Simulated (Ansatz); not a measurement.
# ClH5N2OSi: the cost of one run

Program: Ansatz 0.2.0. Level of theory: RKS B3LYP-D4/def2-SVP. These are calculated values, not measurements.

### Step 1. The starting structure

Bond lengths: Si1–Cl2 2.492 Å, Si1–O3 1.570 Å, Si1–N5 1.698 Å, Si1–N6 1.698 Å, N5–H7 1.005 Å, N5–H8 1.005 Å, N6–H9 1.005 Å, N6–H10 1.005 Å. Angles: Cl2–Si1–O3 81.1°, Cl2–Si1–N5 108.4°, Cl2–Si1–N6 108.1°, O3–Si1–N5 122.3°, O3–Si1–N6 121.7°, N5–Si1–N6 109.2°, Si1–N5–H7 120.0°, Si1–N5–H8 122.1°, H7–N5–H8 112.0°, Si1–N6–H9 119.9°, Si1–N6–H10 122.4°, H9–N6–H10 112.1°.

Structure file:

```xyz
10

Si   -0.1617    0.2733   -0.1356
Cl    1.0503   -0.9949   -1.9053
O    -0.5502    1.1550   -1.3752
H     0.0946    0.4454   -2.2093
N     0.9680    0.7848    1.0248
N    -1.2765   -0.7782    0.5962
H     1.6837    1.4443    0.7726
H     1.2487    0.1986    1.7913
H    -2.0178   -1.1823    0.0503
H    -1.0391   -1.3460    1.3902
```

### Step 2. Pulling towards end A

Springs on the bonds that form and break draw the guess towards this end; the thresholds are loose.

File input.yaml:

```yaml
crystal:
  periodic: [false, false, false]
  atoms:
    - { symbol: Si, position_ang: [-0.1617, 0.2733, -0.1356] }
    - { symbol: Cl, position_ang: [1.0503, -0.9949, -1.9053] }
    - { symbol: O, position_ang: [-0.5502, 1.155, -1.3752] }
    - { symbol: H, position_ang: [0.0946, 0.4454, -2.2093] }
    - { symbol: "N", position_ang: [0.968, 0.7848, 1.0248] }
    - { symbol: "N", position_ang: [-1.2765, -0.7782, 0.5962] }
    - { symbol: H, position_ang: [1.6837, 1.4443, 0.7726] }
    - { symbol: H, position_ang: [1.2487, 0.1986, 1.7913] }
    - { symbol: H, position_ang: [-2.0178, -1.1823, 0.0503] }
    - { symbol: H, position_ang: [-1.0391, -1.346, 1.3902] }
basis:
  gaussian: { orbitals: def2-SVP }
hamiltonian:
  xc: b3lyp
  dispersion: d4
relax:
  f_tol: 0.15
  max_steps: 25
  restrain:
    - { distance: [3, 1], at: 2.63, k: 30.0 }
    - { distance: [0, 1], at: 2.13, k: 30.0 }
    - { distance: [3, 2], at: 0.97, k: 30.0 }
```

The run is started by

```bash
$ ansatz run input.yaml --threads 2 --pin off --max-ram 3072MiB --backend cpu --events-out ev --progress --plain --runs-dir out
```

Q: Estimate wall time and peak memory on 2 threads of Arm Neoverse V1, shared host.

About 51 s, with a peak of 0.23 GiB.
